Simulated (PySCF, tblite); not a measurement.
# H₉NO₃Si₃: infrared bands and NMR shifts

What infrared bands and NMR shifts should H₉NO₃Si₃ (`O[SiH2]N([SiH2]O)[SiH2]O`) show?

The runs use tblite 0.8.0 and PySCF 2.14.0, with density-fitted response routines of our own; the level of theory stands in each step. All values are computed, except where a source is named. Atoms are numbered from 0 throughout.

**1. The molecule as given**

16 atoms, charge 0, multiplicity 1; geometry from: GFN2-xTB.

Bonds of the start (Å): O0–Si1 1.61, Si1–N2 1.75, N2–Si3 1.73, Si3–O4 1.65, N2–Si5 1.72, Si5–O6 1.63, O0–H7 0.96, Si1–H8 1.46, Si1–H9 1.46, Si3–H10 1.46, Si3–H11 1.46, O4–H12 0.95, Si5–H13 1.46, Si5–H14 1.46, O6–H15 0.95.

**2. Harmonic vibrations with GFN2-xTB**

What the job is given:

```
{"job": {"kind": "ir", "xc": "GFN2-xTB", "basis": "xTB"}, "charge": 0, "multiplicity": 1}
O     -1.893457     2.000910     0.546474
Si    -0.309754     1.863176     0.276136
N      0.167668     0.183305     0.163019
Si    -0.821785    -1.212756     0.394054
O     -2.330688    -0.649312     0.738704
Si     1.829254    -0.094645    -0.203948
O      1.941892    -1.715680    -0.242940
H     -2.354556     1.164791     0.673265
H      0.425914     2.458311     1.392889
H     -0.002778     2.504555    -1.001768
H     -0.923786    -2.004917    -0.832319
H     -0.375002    -1.995621     1.546870
H     -3.013884    -1.290656     0.907250
H      2.696522     0.447056     0.843935
H      2.172930     0.468888    -1.510090
H      2.783909    -2.118462    -0.435458
```

**Question.** This job is followed by: GIAO PBE0/pcSseg-1 NMR shielding, non-relativistic, gas phase. Predict these results of the whole session: strongest single infrared mode (GFN2-xTB); zero-point energy (GFN2-xTB); ¹H shifts against TMS (PBE0/pcSseg-1, means over atoms taken as alike); ¹⁷O shifts against H2O (PBE0/pcSseg-1, means over atoms taken as alike); ²⁹Si shifts against TMS (PBE0/pcSseg-1, means over atoms taken as alike); ¹⁵N shifts against NH3 (PBE0/pcSseg-1).

**Answer**, as computed:

```
                                                                quantity                   value
                               strongest single infrared mode (GFN2-xTB)  2239 cm⁻¹, 1445 km/mol
                                            zero-point energy (GFN2-xTB)           61.0 kcal/mol
  ¹H shifts against TMS (PBE0/pcSseg-1, means over atoms taken as alike)          5.48, 2.20 ppm
 ¹⁷O shifts against H2O (PBE0/pcSseg-1, means over atoms taken as alike)                24.6 ppm
²⁹Si shifts against TMS (PBE0/pcSseg-1, means over atoms taken as alike)               -25.9 ppm
                                  ¹⁵N shifts against NH3 (PBE0/pcSseg-1)                34.6 ppm
```

All 42 modes are real, so the xTB geometry is a minimum. The strongest single mode, at 2239 cm⁻¹, has its largest shares on H8, H10, H13 and H11 (the list is cut at 4 atoms). GFN2-xTB is a fitted tight-binding method: band positions and strengths are rough. Its intensities can rank the bands wrongly. At PBE0/pcSseg-1: Shielding is most anisotropic at N2 (span 103 ppm, paramagnetic term -104 ppm).
